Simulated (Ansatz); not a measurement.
# CH8N2OSi: two geometries relaxed

Are the two ends of the inversion of the pyramid at N1 separate minima, and which lies lower? Each is relaxed from a guess. SMILES of the start: N[SiH2]NCO.

Program: Ansatz 0.2.0. Level of theory: RKS PBE0-D4/def2-SVP. These are calculated values, not measurements.

### Step 1. The starting structure

Bond lengths: N1–Si2 1.663 Å, Si2–N3 1.691 Å, N3–C4 1.470 Å, C4–O5 1.387 Å, N1–H6 1.092 Å, N1–H7 1.021 Å, Si2–H8 1.447 Å, Si2–H9 1.478 Å, N3–H10 1.065 Å, C4–H11 1.135 Å, C4–H12 1.041 Å, O5–H13 1.024 Å. Angles (14 of 19 angles, heavy atoms first): N1–Si2–N3 99.5°, Si2–N3–C4 122.8°, N3–C4–O5 106.2°, N1–Si2–H8 112.7°, N1–Si2–H9 106.9°, N3–Si2–H8 108.2°, N3–Si2–H9 109.3°, Si2–N1–H6 104.7°, Si2–N1–H7 110.1°, Si2–N3–H10 105.5°, C4–N3–H10 103.0°, N3–C4–H11 104.9°, N3–C4–H12 115.1°, O5–C4–H11 105.5°.

Structure file:

```xyz
13

N    -0.9902   -1.3698    1.6399
Si   -0.0924   -1.3457    0.2404
N     0.0648    0.3260    0.0376
C     0.6054    0.9330   -1.1874
O     0.5664    2.3057   -0.9902
H    -1.8500   -0.7301    1.4286
H    -0.5114   -0.8439    2.3729
H    -0.8150   -1.8725   -0.8966
H     1.2275   -1.9252    0.5672
H     0.7555    0.6394    0.7852
H    -0.1707    0.7185   -1.9874
H     1.5543    0.6046   -1.4611
H    -0.3238    2.5253   -0.5344
```

### Step 2. Relaxing end A

input.yaml

```yaml
crystal:
  periodic: [false, false, false]
  atoms:
    - { symbol: "N", position_ang: [-0.9902, -1.3698, 1.6399] }
    - { symbol: Si, position_ang: [-0.0924, -1.3457, 0.2404] }
    - { symbol: "N", position_ang: [0.0648, 0.326, 0.0376] }
    - { symbol: C, position_ang: [0.6054, 0.933, -1.1874] }
    - { symbol: O, position_ang: [0.5664, 2.3057, -0.9902] }
    - { symbol: H, position_ang: [-1.85, -0.7301, 1.4286] }
    - { symbol: H, position_ang: [-0.5114, -0.8439, 2.3729] }
    - { symbol: H, position_ang: [-0.815, -1.8725, -0.8966] }
    - { symbol: H, position_ang: [1.2275, -1.9252, 0.5672] }
    - { symbol: H, position_ang: [0.7555, 0.6394, 0.7852] }
    - { symbol: H, position_ang: [-0.1707, 0.7185, -1.9874] }
    - { symbol: H, position_ang: [1.5543, 0.6046, -1.4611] }
    - { symbol: H, position_ang: [-0.3238, 2.5253, -0.5344] }
basis:
  gaussian: { orbitals: def2-SVP }
hamiltonian:
  xc: pbe0
  dispersion: d4
relax:
  f_tol: 0.015
  max_steps: 40
output:
  orbitals: {}
```

Started as:

```sh
$ ansatz run input.yaml --threads 2 --pin off --max-ram 3072MiB --backend cpu --events-out ev --progress --plain --runs-dir out
```

What it wrote, shortened:

```text
Warning: RAYON_NUM_THREADS=2 ignored (pool sized by the plan → 2); use --threads N
[...]
Functional definition: PBE0
[...]
1237 factors; integrals over basis functions are off by at most 4.1e-4 eV
[...]
mean field -14054.48046369 eV, -516.4926305716 hartree, gradient 2.4e-5 eV, S^2 0.000000; 0 other end points of the search recorded, 0 dependent functions left out
[...]
reference -14054.48049161 eV, -516.4926315975 hartree; 25, 25 occupied and 89, 89 virtual orbitals, 1237 factors
relax step   1: F+E_penalty+E_count = -14054.68957416 eV  Δ(F+E_penalty+E_count) = +0.000e0 eV  max|allowed force component| = 5.137e0 eV/Å  Δτ_max = 0.0000 Å  (26 SCF iters, accepted)
[...]
relax step   3: F+E_penalty+E_count = -14055.71884165 eV  Δ(F+E_penalty+E_count) = -1.885e-1 eV  max|allowed force component| = 4.177e-1 eV/Å  Δτ_max = 0.1942 Å  (28 SCF iters, accepted)
[...]
relax step   5: F+E_penalty+E_count = -14055.85964594 eV  Δ(F+E_penalty+E_count) = -3.624e-2 eV  max|allowed force component| = 3.427e-1 eV/Å  Δτ_max = 0.2000 Å  (27 SCF iters, accepted)
[...]
relax step   7: F+E_penalty+E_count = -14055.90826880 eV  Δ(F+E_penalty+E_count) = -3.149e-2 eV  max|allowed force component| = 1.964e-1 eV/Å  Δτ_max = 0.1416 Å  (27 SCF iters, accepted)
[...]
relax step   9: F+E_penalty+E_count = -14055.92039830 eV  Δ(F+E_penalty+E_count) = -6.237e-3 eV  max|allowed force component| = 4.975e-1 eV/Å  Δτ_max = 0.1694 Å  (26 SCF iters, accepted)
[...]
relax step  10: F+E_penalty+E_count = -14055.92724523 eV  Δ(F+E_penalty+E_count) = -6.847e-3 eV  max|allowed force component| = 1.142e-1 eV/Å  Δτ_max = 0.0205 Å  (26 SCF iters, accepted)
[...]
1237 factors; integrals over basis functions are off by at most 7.7e-4 eV
mean field -14055.72749232 eV, -516.5384580286 hartree, gradient 9.9e-6 eV, S^2 0.000000; 0 other end points of the search recorded, 0 dependent functions left out
[...]
reference -14055.72752174 eV, -516.5384591095 hartree; 25, 25 occupied and 89, 89 virtual orbitals, 1237 factors
```

### Step 3. The log goes on: end point A relaxed

The log, continued:

```text
relax step  11: F+E_penalty+E_count = -14055.93207268 eV  Δ(F+E_penalty+E_count) = -4.827e-3 eV  max|allowed force component| = 3.648e-1 eV/Å  Δτ_max = 0.1458 Å  (28 SCF iters, accepted)
these checks for a lower state are left out or cut short: starts, cluster_reference, orbital_swaps, neighbouring_geometries, increment
1237 factors; integrals over basis functions are off by at most 5.8e-4 eV
mean field -14055.73384476 eV, -516.5386914764 hartree, gradient 1.3e-5 eV, S^2 0.000000; 0 other end points of the search recorded, 0 dependent functions left out
the calculation of the forces begins
reference -14055.73387428 eV, -516.5386925610 hartree; 25, 25 occupied and 89, 89 virtual orbitals, 1237 factors
relax step  12: F+E_penalty+E_count = -14055.93813110 eV  Δ(F+E_penalty+E_count) = -6.058e-3 eV  max|allowed force component| = 2.053e-1 eV/Å  Δτ_max = 0.1917 Å  (27 SCF iters, accepted)
these checks for a lower state are left out or cut short: starts, cluster_reference, orbital_swaps, neighbouring_geometries, increment
1237 factors; integrals over basis functions are off by at most 4.9e-4 eV
mean field evaluation 96: about -14055.7373 eV, gradient 1.1e-5 eV
mean field -14055.73726958 eV, -516.5388173361 hartree, gradient 1.1e-5 eV, S^2 0.000000; 0 other end points of the search recorded, 0 dependent functions left out
the calculation of the forces begins
reference -14055.73729907 eV, -516.5388184197 hartree; 25, 25 occupied and 89, 89 virtual orbitals, 1237 factors
relax step  13: F+E_penalty+E_count = -14055.94179730 eV  Δ(F+E_penalty+E_count) = -3.666e-3 eV  max|allowed force component| = 4.076e-1 eV/Å  Δτ_max = 0.1038 Å  (28 SCF iters, accepted)
these checks for a lower state are left out or cut short: starts, cluster_reference, orbital_swaps, neighbouring_geometries, increment
1237 factors; integrals over basis functions are off by at most 4.5e-4 eV
mean field -14055.74304153 eV, -516.5390294516 hartree, gradient 1.7e-5 eV, S^2 0.000000; 0 other end points of the search recorded, 0 dependent functions left out
the calculation of the forces begins
reference -14055.74307090 eV, -516.5390305306 hartree; 25, 25 occupied and 89, 89 virtual orbitals, 1237 factors
relax step  14: F+E_penalty+E_count = -14055.94790583 eV  Δ(F+E_penalty+E_count) = -6.109e-3 eV  max|allowed force component| = 1.045e-1 eV/Å  Δτ_max = 0.1019 Å  (28 SCF iters, accepted)
these checks for a lower state are left out or cut short: starts, cluster_reference, orbital_swaps, neighbouring_geometries, increment
1237 factors; integrals over basis functions are off by at most 4.5e-4 eV
mean field -14055.74379767 eV, -516.5390572390 hartree, gradient 6.5e-5 eV, S^2 0.000000; 0 other end points of the search recorded, 0 dependent functions left out
the calculation of the forces begins
reference -14055.74382704 eV, -516.5390583185 hartree; 25, 25 occupied and 89, 89 virtual orbitals, 1237 factors
relax step  15: F+E_penalty+E_count = -14055.94829111 eV  Δ(F+E_penalty+E_count) = -3.853e-4 eV  max|allowed force component| = 6.045e-2 eV/Å  Δτ_max = 0.0295 Å  (26 SCF iters, accepted)
these checks for a lower state are left out or cut short: starts, cluster_reference, orbital_swaps, neighbouring_geometries, increment
1237 factors; integrals over basis functions are off by at most 4.5e-4 eV
mean field -14055.74426120 eV, -516.5390742735 hartree, gradient 6.6e-5 eV, S^2 0.000000; 0 other end points of the search recorded, 0 dependent functions left out
the calculation of the forces begins
reference -14055.74429056 eV, -516.5390753525 hartree; 25, 25 occupied and 89, 89 virtual orbitals, 1237 factors
relax step  16: F+E_penalty+E_count = -14055.94895582 eV  Δ(F+E_penalty+E_count) = -6.647e-4 eV  max|allowed force component| = 3.057e-2 eV/Å  Δτ_max = 0.0141 Å  (26 SCF iters, accepted)
these checks for a lower state are left out or cut short: starts, cluster_reference, orbital_swaps, neighbouring_geometries, increment
1237 factors; integrals over basis functions are off by at most 4.5e-4 eV
mean field -14055.74423564 eV, -516.5390733340 hartree, gradient 2.3e-5 eV, S^2 0.000000; 0 other end points of the search recorded, 0 dependent functions left out
the calculation of the forces begins
reference -14055.74426500 eV, -516.5390744130 hartree; 25, 25 occupied and 89, 89 virtual orbitals, 1237 factors
relax step  17: F+E_penalty+E_count = -14055.94894101 eV  Δ(F+E_penalty+E_count) = +1.481e-5 eV  max|allowed force component| = 5.327e-2 eV/Å  Δτ_max = 0.0036 Å  (22 SCF iters, rejected (line search))
these checks for a lower state are left out or cut short: starts, cluster_reference, orbital_swaps, neighbouring_geometries, increment
1237 factors; integrals over basis functions are off by at most 4.5e-4 eV
mean field -14055.74429192 eV, -516.5390754025 hartree, gradient 8.2e-5 eV, S^2 0.000000; 0 other end points of the search recorded, 0 dependent functions left out
the calculation of the forces begins
reference -14055.74432129 eV, -516.5390764816 hartree; 25, 25 occupied and 89, 89 virtual orbitals, 1237 factors
relax step  18: F+E_penalty+E_count = -14055.94899537 eV  Δ(F+E_penalty+E_count) = -3.954e-5 eV  max|allowed force component| = 5.054e-3 eV/Å  Δτ_max = 0.0017 Å  (20 SCF iters, accepted)
1237 factors; integrals over basis functions are off by at most 4.5e-4 eV
mean field evaluation 128: about -14055.6312 eV, gradient 5.8e0 eV
mean field -14055.74429192 eV, -516.5390754025 hartree, gradient 8.2e-5 eV, S^2 0.000000; 1 other end points of the search recorded, 0 dependent functions left out
the calculation of the forces begins
reference -14055.74432129 eV, -516.5390764816 hartree; 25, 25 occupied and 89, 89 virtual orbitals, 1237 factors
Total energy: -14055.94902473 eV, -516.5465991944 hartree
Atom 0 at    -0.952575    -1.099776     1.829306 Å, force     0.000732     0.005054    -0.003376 eV/Å
Atom 1 at    -0.106694    -1.170096     0.330605 Å, force     0.001605    -0.002632     0.002710 eV/Å
Atom 2 at     0.620245     0.370234     0.021374 Å, force     0.002420     0.003460     0.001755 eV/Å
Atom 3 at     0.733736     1.048341    -1.233434 Å, force    -0.000263    -0.000988     0.002414 eV/Å
Atom 4 at     0.121299     2.306727    -1.242611 Å, force    -0.000762     0.000962    -0.000929 eV/Å
Atom 5 at    -1.721435    -0.459734     1.988030 Å, force    -0.000466     0.000103     0.001107 eV/Å
Atom 6 at    -1.009674    -1.915684     2.425985 Å, force    -0.000372    -0.003201     0.001147 eV/Å
Atom 7 at    -0.905146    -1.426022    -0.914859 Å, force    -0.000771     0.000512    -0.000735 eV/Å
Atom 8 at     0.831338    -2.324046     0.516609 Å, force     0.000335    -0.000013     0.000071 eV/Å
Atom 9 at     1.100996     0.838796     0.784096 Å, force    -0.003842    -0.003825    -0.004515 eV/Å
Atom 10 at     0.316895     0.380584    -2.013782 Å, force     0.000906     0.000283     0.000453 eV/Å
Atom 11 at     1.786866     1.243037    -1.501275 Å, force     0.000051     0.000120    -0.000649 eV/Å
Atom 12 at    -0.795452     2.172939    -0.975342 Å, force     0.000428     0.000165     0.000547 eV/Å
Dipole moment:    -0.268482    -0.179142     0.322407 e Å
```

Wall time 97 s (2 threads of Arm Neoverse N1, shared host); peak memory 0.26 GiB.

The steps of the relaxation:

```
step  energy from step 1 (eV)  largest force component (eV/Å)
   1                   0.0000                          5.1366
   2                  -0.8407                          1.3830
   3                  -1.0293                          0.4177
   4                  -1.1338                          0.3380
   5                  -1.1701                          0.3427
   6                  -1.1872                          0.8518
   7                  -1.2187                          0.1964
   8                  -1.2246                          0.1608
   9                  -1.2308                          0.4975
  10                  -1.2377                          0.1142
  11                  -1.2425                          0.3648
  12                  -1.2486                          0.2053
  13                  -1.2522                          0.4076
  14                  -1.2583                          0.1045
  15                  -1.2587                          0.0605
  16                  -1.2594                          0.0306
 17x                  -1.2594                          0.0533
  18                  -1.2594                          0.0051
```

Step 1 is the start. 1 step was tried and not accepted (marked x).

After: Bond lengths: N1–Si2 1.722 Å, Si2–N3 1.731 Å, N3–C4 1.431 Å, C4–O5 1.400 Å, N1–H6 1.013 Å, N1–H7 1.012 Å, Si2–H8 1.501 Å, Si2–H9 1.499 Å, N3–H10 1.016 Å, C4–H11 1.108 Å, C4–H12 1.104 Å, O5–H13 0.964 Å. Angles (14 of 19 angles, heavy atoms first): N1–Si2–N3 109.0°, Si2–N3–C4 127.7°, N3–C4–O5 113.4°, N1–Si2–H8 117.9°, N1–Si2–H9 103.3°, N3–Si2–H8 103.1°, N3–Si2–H9 116.4°, Si2–N1–H6 122.3°, Si2–N1–H7 120.5°, Si2–N3–H10 118.4°, C4–N3–H10 113.7°, N3–C4–H11 107.6°, N3–C4–H12 111.8°, O5–C4–H11 111.9°.

### Step 4. End point B

The second end starts from a geometry with the move made by hand.

Changes to input.yaml since step 2:

```diff
@@ -8,4 +8,4 @@
     - { symbol: O, position_ang: [0.5664, 2.3057, -0.9902] }
-    - { symbol: H, position_ang: [-1.85, -0.7301, 1.4286] }
-    - { symbol: H, position_ang: [-0.5114, -0.8439, 2.3729] }
+    - { symbol: H, position_ang: [-1.80202, -2.07166, 1.43628] }
+    - { symbol: H, position_ang: [-0.47536, -1.85174, 2.37867] }
     - { symbol: H, position_ang: [-0.815, -1.8725, -0.8966] }
@@ -24,3 +24 @@
   max_steps: 40
-output:
-  orbitals: {}
```

Started as:

```sh
$ ansatz run input.yaml --threads 2 --pin off --max-ram 3072MiB --backend cpu --events-out ev --progress --plain --runs-dir out
```

What it wrote, shortened:

```text
Warning: RAYON_NUM_THREADS=2 ignored (pool sized by the plan → 2); use --threads N
[...]
Functional definition: PBE0
[...]
1235 factors; integrals over basis functions are off by at most 4.3e-4 eV
[...]
mean field -14054.45162520 eV, -516.4915707766 hartree, gradient 5.3e-5 eV, S^2 0.000000; 0 other end points of the search recorded, 0 dependent functions left out
[...]
reference -14054.45165365 eV, -516.4915718220 hartree; 25, 25 occupied and 89, 89 virtual orbitals, 1235 factors
relax step   1: F+E_penalty+E_count = -14054.65822863 eV  Δ(F+E_penalty+E_count) = +0.000e0 eV  max|allowed force component| = 5.137e0 eV/Å  Δτ_max = 0.0000 Å  (25 SCF iters, accepted)
[...]
relax step   4: F+E_penalty+E_count = -14055.79097024 eV  Δ(F+E_penalty+E_count) = -7.562e-2 eV  max|allowed force component| = 4.299e-1 eV/Å  Δτ_max = 0.2000 Å  (28 SCF iters, accepted)
[...]
Atom 3 at     0.683058     1.033695    -1.106199 Å, force     0.003307     0.006220    -0.006457 eV/Å
Atom 4 at    -0.030892     2.234799    -1.026006 Å, force    -0.000728    -0.003519     0.001466 eV/Å
Atom 5 at    -1.718107    -0.964103     1.887798 Å, force     0.001562     0.001142    -0.003101 eV/Å
Atom 6 at    -0.897342    -2.392770     2.207849 Å, force     0.001699    -0.000978    -0.001203 eV/Å
Atom 7 at    -0.760463    -1.579676    -1.068381 Å, force     0.000210    -0.001459    -0.001139 eV/Å
Atom 8 at     1.012326    -2.467441     0.324707 Å, force     0.000967    -0.001963    -0.001011 eV/Å
Atom 9 at     1.006248     0.668624     0.896687 Å, force     0.001171    -0.000134     0.000497 eV/Å
Atom 10 at     0.346589     0.409654    -1.958263 Å, force    -0.001191    -0.000919     0.001178 eV/Å
Atom 11 at     1.723911     1.335434    -1.316478 Å, force     0.003032     0.000251     0.000250 eV/Å
Atom 12 at    -0.939748     2.003293    -0.802225 Å, force    -0.004538     0.004364     0.000203 eV/Å
Dipole moment:    -0.259834    -0.231115     0.297922 e Å
```

It took 80 s on 2 threads of Arm Neoverse N1, shared host; peak memory 0.26 GiB.

Relaxation path:

```
step  energy from step 1 (eV)  largest force component (eV/Å)
   1                   0.0000                          5.1369
   2                  -0.8956                          1.4969
   3                  -1.0571                          0.4692
   4                  -1.1327                          0.4299
   5                  -1.1883                          0.4093
   6                  -1.2327                          0.2012
   7                  -1.2634                          0.1160
   8                  -1.2663                          0.7172
  9x                  -1.2370                          1.4669
  10                  -1.2835                          0.1401
  11                  -1.2883                          0.0856
  12                  -1.2897                          0.0639
  13                  -1.2904                          0.0414
  14                  -1.2907                          0.0217
  15                  -1.2908                          0.0071
```

Step 1 is the start. 1 step was tried and not accepted (marked x).

After: Bond lengths: N1–Si2 1.722 Å, Si2–N3 1.731 Å, N3–C4 1.431 Å, C4–O5 1.400 Å, N1–H6 1.013 Å, N1–H7 1.012 Å, Si2–H8 1.501 Å, Si2–H9 1.499 Å, N3–H10 1.016 Å, C4–H11 1.108 Å, C4–H12 1.104 Å, O5–H13 0.964 Å. Angles (14 of 19 angles, heavy atoms first): N1–Si2–N3 108.9°, Si2–N3–C4 127.7°, N3–C4–O5 113.4°, N1–Si2–H8 117.9°, N1–Si2–H9 103.3°, N3–Si2–H8 103.1°, N3–Si2–H9 116.4°, Si2–N1–H6 122.4°, Si2–N1–H7 120.5°, Si2–N3–H10 118.3°, C4–N3–H10 113.8°, N3–C4–H11 107.6°, N3–C4–H12 111.9°, O5–C4–H11 111.9°.

### Step 5. Results

```
                           quantity                     value
                              end A  16 moves, 1.259 eV lower
                              end B  13 moves, 1.291 eV lower
largest difference between the ends                    0.01 Å
            end B relative to end A                 +0.000 eV
```

The two relaxations end at one structure, within 0.01 Å: no second minimum was found from this start, which doesn't rule one out.
